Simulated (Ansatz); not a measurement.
MnFe2N2:

```
Fe Mn N
1.0
     2.89414    0.00000    0.00000
    -1.44707    2.50640    0.00000
     0.00000    0.00000    6.29437
Fe Mn N
2 1 2
Direct
  0.33333 0.66667 0.83280
  0.66667 0.33333 0.16720
  0.00000 0.00000 0.50000
  0.33333 0.66667 0.29319
  0.66667 0.33333 0.70681
```

The cell comes from a database or a generator and needn't be the stable form of this composition.

- Program: Ansatz 0.2.0
- Task: single point
- Functional: PBE
- Potentials or basis: Ansatz PAW
- Cutoff: 420 eV (not typed: the program's choice for these potentials)
- k mesh: 11 × 11 × 4
- Occupations: fermi-dirac, width 0.05 eV
- Spin: collinear spin, ferromagnetic start
- Starting moments: [3.0, 3.0, 4.0, 0.0, 0.0] μB

On this cell: pressure -1.7 GPa; largest force 0.051 eV/Å; net moment 2.76 μB per cell; site moments Fe +0.11; Mn +2.42; N -0.03 μB; band gap on the k mesh none (metal or under the smearing width).

The same run follows on a disturbed copy (atoms moved at random, drawn with an rms of 0.05 Å):

```xyz
5
Lattice="2.8941 0.0000 0.0000 -1.4471 2.5064 0.0000 0.0000 0.0000 6.2944" Properties=species:S:1:pos:R:3 pbc="T T T"
Fe    0.0079    1.6872    5.2375
Fe    1.4329    0.8360    1.0427
Mn   -0.0216   -0.0546    3.1676
N    -0.0196    1.6428    1.8561
N     1.4182    0.8336    4.3976
```

Q: What does the disturbed cell give?

A: The energy (extrapolated to zero smearing) moves by +5.0 meV/atom; pressure -2.8 GPa; largest force 0.521 eV/Å; net moment 2.71 μB per cell; site moments Fe +0.15, +0.10; Mn +2.30; N -0.02, -0.03 μB; band gap on the k mesh none (metal or under the smearing width).

Forces in eV/Å, atoms in the order of the input:
```
Fe  -0.269 -0.107 -0.235
Fe  -0.032 -0.190  0.271
Mn  -0.008 -0.034 -0.316
N    0.043  0.270 -0.164
N    0.266  0.062  0.444
```

Stress tensor (GPa, compression positive):
```
-2.87 -0.76 -0.43
-0.76 -3.36 -0.05
-0.43 -0.05 -2.21
```

Caveats: only a ferromagnetic start was run, and an antiferromagnetic order may lie lower in energy.
